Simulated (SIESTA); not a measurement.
CoNiO2:

```
Ni Co O
1.0
     3.01433    0.00000    0.00000
     0.00000    3.01433    0.00000
     0.00000    0.00000    4.22229
Ni Co O
1 1 2
Direct
  0.00000 0.00000 0.00000
  0.50000 0.50000 0.50000
  0.00000 0.00000 0.50000
  0.50000 0.50000 0.00000
```

The cell comes from a database or a generator and needn't be the stable form of this composition.

```yaml
Program: SIESTA 5.4.2
Task: single point
Functional: PBEsol
Potentials_or_basis: PseudoDojo 0.4 standard (PBEsol files)
Basis: DZP (energy shift 0.003 Ry; two zetas on semicore shells)
Grid_cutoff: 800 Ry
Energy_shift: 0.003 Ry
k_mesh: 9 × 9 × 6
Occupations: fermi-dirac, width 0.05 eV
Spin: collinear spin, ferromagnetic start
Starting_moments: "[1.0, 2.0, 0.0, 0.0] μB"
```

On this cell: pressure -10.8 GPa; largest force under 0.003 eV/Å; net moment 4.63 μB per cell; site moments Ni +1.36; Co +2.58; O +0.35, +0.33 μB; band gap on the k mesh none (metal or under the smearing width).

The same run follows on a disturbed copy (atoms moved at random, drawn with an rms of 0.05 Å):

```
CELL_PARAMETERS angstrom
3.01433 0.00000 0.00000
0.00000 3.01433 0.00000
0.00000 0.00000 4.22229
ATOMIC_POSITIONS crystal
Ni 0.99897 0.00637 0.99711
Co 0.48517 0.49929 0.50164
O 0.99552 0.01477 0.48533
O 0.51099 0.48541 0.99892
```

Task: What does the disturbed cell give?

Result: The energy (extrapolated to zero smearing) moves by +1.7 meV/atom; pressure -10.6 GPa; largest force 0.216 eV/Å; net moment 4.63 μB per cell; site moments Ni +1.35; Co +2.58; O +0.35, +0.34 μB; band gap on the k mesh none (metal or under the smearing width).

Forces on the atoms (eV/Å):
```
Ni  -0.007 -0.098 -0.008
Co   0.012  0.113  0.112
O    0.027 -0.168  0.046
O   -0.032  0.154 -0.148
```

Stress tensor (GPa, compression positive):
```
-11.00  -0.14   0.10
 -0.14 -11.15  -0.07
  0.10  -0.07  -9.60
```

Caveats: short orbitals over semicore shells can move pressures by several GPa; the basis of atomic orbitals isn't converged, which shifts pressures, moduli and gaps; semilocal functionals often make such compounds metallic where correlation or magnetic order opens a gap, which also shifts bond lengths.
